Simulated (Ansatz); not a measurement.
Run this with Ansatz's Python interface and show what comes out.

`dimer.py`:
```python
"""Interaction energy of two Br2 molecules, with the counterpoise correction."""

from dataclasses import dataclass

import ansatz as az


@dataclass(frozen=True)
class Settings:
    basis_set: str = "def2-SVPD"
    functional: str = "PBE"


settings = Settings()

FIRST = [
    ("Br", (0.0, 0.0, -1.115)),
    ("Br", (0.0, 0.0, 1.115)),
]
SECOND = [
    ("Br", (1.6022, 3.2615, -0.3539)),
    ("Br", (2.8, 4.8088, 0.7157)),
]

def energy(atoms, ghosts=()):
    molecule = az.Crystal.molecule()
    for symbol, xyz in atoms:
        molecule = molecule.atom(symbol, xyz)
    calc = (
        molecule.calculation()
        .basis(gaussian=settings.basis_set)
        .functional(settings.functional)
    )
    deck = calc.input()
    if ghosts:
        deck = deck.set(az.key.basis.gaussian.ghost_atoms, [{"symbol": s, "position_ang": list(xyz)} for s, xyz in ghosts])
    return az.Session.from_dict(deck).plan().execute().report["free_energy_ev"]

# monomers in their own basis and in the basis of the dimer
both = energy(FIRST + SECOND)
alone = energy(FIRST) + energy(SECOND)
ghosted = energy(FIRST, SECOND) + energy(SECOND, FIRST)
print(f"dimer {both:.6f} eV")
print(f"interaction, uncorrected   {(both - alone):8.3f} eV")
print(f"interaction, counterpoise  {(both - ghosted):8.3f} eV")
print(f"basis-set superposition    {(alone - ghosted):8.3f} eV")
```

```console
$ python dimer.py
dimer -280109.064443 eV
interaction, uncorrected     -0.057 eV
interaction, counterpoise    -0.032 eV
basis-set superposition       0.025 eV
```

Uncorrected it is -0.057 eV, with the counterpoise correction -0.032 eV; the difference, 0.03 eV, is the superposition error.

What to keep in mind:
- Total energies depend on the basis set; only differences at equal settings carry meaning.
- The dimer is a generated trial pose of unrelaxed monomers, not a minimum, so the figure is no binding energy, and the basis set is small.
- This level lacks the dispersion part of the attraction (electrostatics and induction are there), which can decide the sign where the interaction is weak.
- The spin state was assumed, and another may lie lower.
- Timing: 7.8 s on 1 thread of Intel(R) Xeon(R) 6975P-C (Granite Rapids), on a shared host, peak memory 0.33 GiB.

(Lines on the test bed's own set-up are left out of the output.)
